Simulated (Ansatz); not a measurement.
# C: the cost of one run

Program: Ansatz 0.2.0. Level of theory: DFT r2SCAN, scalar-relativistic, plane waves, PAW. These are calculated values, not measurements.

A COD entry behind a cell of this session may itself be a prediction, so a difference from it is no test against experiment.

1 further run of the same task is left out (set aside as unsound or not needed). Runs told in other sessions of the task aren't counted.

**1. The system as given**

It takes space group R-3m (No. 166, trigonal). The conventional cell has a = 2.511 Å, b = 2.511 Å, c = 31.008 Å, α = 90.00°, β = 90.00°, γ = 120.00°. C (site symmetry 3m) has 4 C at 1.54 Å in its first shell of neighbours. C (site symmetry 3m) is surrounded by 4 C at 1.54 to 1.57 Å.

As a file:

```
CELL_PARAMETERS angstrom
1.25567 0.72496 10.33600
-1.25567 0.72496 10.33600
0.00000 -1.44992 10.33600
ATOMIC_POSITIONS crystal
C 0.02482 0.02482 0.02482
C 0.97518 0.97518 0.97518
C 0.10870 0.10870 0.10870
C 0.89130 0.89130 0.89130
C 0.15837 0.15837 0.15837
C 0.84163 0.84163 0.84163
C 0.37485 0.37485 0.37485
C 0.62515 0.62515 0.62515
C 0.42533 0.42533 0.42533
C 0.57467 0.57467 0.57467
```

It is the result of an earlier relaxation at this level (volume 5.65 Å³/atom; gap on the mesh: 4.74 eV).

**2. The reference cell**

Reference values: F = -2515.4747 eV; pressure 0.00 GPa; largest force 0.000 eV/Å; gap on the mesh 4.74 eV. It was computed beforehand with the settings of the runs below.

**3. The scan: biaxial against axial strain**

The cell is strained by p along both x and y and by q along z, with fractional coordinates fixed.

**4. At p = -0.080, q = -0.080**

Contents of input.yaml:

```yaml
crystal:
  lattice:
    - [1.1552159946, 0.6669642655, 9.5091180942]
    - [-1.1552159946, 0.6669642655, 9.5091180942]
    - [0.0, -1.333928531, 9.5091180942]
  atoms:
    - { symbol: C, position: [0.0248178013, 0.0248178013, 0.0248178013] }
    - { symbol: C, position: [0.9751821987, 0.9751821987, 0.9751821987] }
    - { symbol: C, position: [0.1086959629, 0.1086959629, 0.1086959629] }
    - { symbol: C, position: [0.8913040371, 0.8913040371, 0.8913040371] }
    - { symbol: C, position: [0.1583685877, 0.1583685877, 0.1583685877] }
    - { symbol: C, position: [0.8416314123, 0.8416314123, 0.8416314123] }
    - { symbol: C, position: [0.3748531781, 0.3748531781, 0.3748531781] }
    - { symbol: C, position: [0.6251468219, 0.6251468219, 0.6251468219] }
    - { symbol: C, position: [0.4253325572, 0.4253325572, 0.4253325572] }
    - { symbol: C, position: [0.5746674428, 0.5746674428, 0.5746674428] }
basis:
  ecutwfc: 500
kpoints:
  mp_grid: { grid: [12, 12, 12] }
hamiltonian:
  xc: r2scan
scf:
  occupations: { method: gaussian, width: 0.05 }
output:
  forces: true
  stress: true
  eigenvalues: true
```

Command:

```sh
ansatz run input.yaml --threads 2 --pin off --max-ram 5120MiB --backend cpu --events-out ev --progress --plain --runs-dir out
```

**Question.** How long does this run take on 2 threads of AMD EPYC 9R45 (Zen 5), shared host, and how much memory does it need?

About 4.4 s, with a peak of 0.63 GiB.
